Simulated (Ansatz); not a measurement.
## SrAl2, space group Fd-3m: a charge-density difference against the sublattices, step by step

With Ansatz 0.2.0 through its Python package.

Notebook, run cell by cell (the value of a cell's last expression is shown):

**Cell 1**
```python
import warnings

import ansatz as az
import numpy as np
```

**Cell 2**
```python
XC = "lda"
SMEARING = "Fermi-Dirac"
SIGMA = 0.1
ECUT = 460
KMESH = (5, 5, 5)
```

**Cell 3**
```python
vectors0 = np.array([
    [0.0, 4.128747, 4.128747],
    [4.128747, 0.0, 4.128747],
    [4.128747, 4.128747, 0.0],
])
sites = [
    ("Sr", [0.0, 0.0, 0.0]),
    ("Sr", [0.25, 0.25, 0.25]),
    ("Al", [0.625, 0.625, 0.625]),
    ("Al", [0.125, 0.625, 0.625]),
    ("Al", [0.625, 0.125, 0.625]),
    ("Al", [0.625, 0.625, 0.125]),
]
```

**Cell 4**
```python
def make_crystal(cell):
    crystal = az.Crystal(lattice=az.Lattice.of(cell))
    for symbol, position in sites:
        crystal = crystal.atom(symbol, position)
    return crystal
```

**Cell 5**
```python
warnings.simplefilter("ignore", az.DeckWarning)
```

**Cell 6**
```python
# one cutoff and one grid for all runs, so that the fields can be subtracted
def solve(crystal):
    return (
        crystal.calculation()
        .functional(XC)
        .occupations(SMEARING, width=SIGMA)
        .basis(ECUT, grid_basis="typed")
        .kpoints(*KMESH)
        .density()
        .run(threads=1)
    )
```

**Cell 7**
```python
whole = solve(make_crystal(vectors0))
difference = whole.density().channels[0].density_e_per_ang3.copy()
binding = whole.report["free_energy_ev"]
for element in ["Sr", "Al"]:
    part = az.Crystal(lattice=az.Lattice.of(vectors0))
    for symbol, position in sites:
        if symbol == element:
            part = part.atom(symbol, position)
    alone = solve(part)
    difference -= alone.density().channels[0].density_e_per_ang3
    binding -= alone.report["free_energy_ev"]
    print(f"{element} sublattice: {alone.report['n_electrons']:g} electrons, {alone.report['n_iterations']} iterations")

voxel = abs(np.linalg.det(vectors0)) / difference.size
print(f"energy of the crystal less its unpolarised sublattices: {binding / len(sites):.4f} eV/atom")
print(f"net charge of the difference {difference.sum() * voxel:.5f} e, charge rearranged {0.5 * np.abs(difference).sum() * voxel:.3f} e")
print(f"extremes {difference.min():.4f} and {difference.max():.4f} e/A^3")
for (symbol, position) in sites:
    index = tuple(int(round(p * n)) % n for p, n in zip(position, difference.shape))
    print(f"  change of the pseudo-density at the grid point nearest {symbol}: {difference[index]:+.4f} e/A^3")
```
Output:
```text
Sr sublattice: 20 electrons, 7 iterations
Al sublattice: 12 electrons, 6 iterations
energy of the crystal less its unpolarised sublattices: -1.2828 eV/atom
net charge of the difference -0.00000 e, charge rearranged 0.725 e
extremes -0.0511 and 0.0191 e/A^3
  change of the pseudo-density at the grid point nearest Sr: -0.0511 e/A^3
  change of the pseudo-density at the grid point nearest Sr: -0.0485 e/A^3
  change of the pseudo-density at the grid point nearest Al: -0.0191 e/A^3
  change of the pseudo-density at the grid point nearest Al: -0.0191 e/A^3
  change of the pseudo-density at the grid point nearest Al: -0.0191 e/A^3
  change of the pseudo-density at the grid point nearest Al: -0.0191 e/A^3
```

For a metal this k-point mesh is coarse: on a finer one energies can move by several to tens of meV an atom and pressures by half a GPa or more, differences at one mesh by less. The fields are valence quantities on the plane-wave grid; their values near the nuclei depend on the potentials. This cell is a computed structure, which may not be the phase found in nature. Charge moved counts every rearrangement, bonding and polarisation too, and is no transfer between atoms; the bare sublattices are artificial references. Values near the nuclei depend on the potentials. The whole script took 4.1 s on 1 thread of Arm Neoverse V1, with other jobs on the host, peak memory 0.41 GiB.
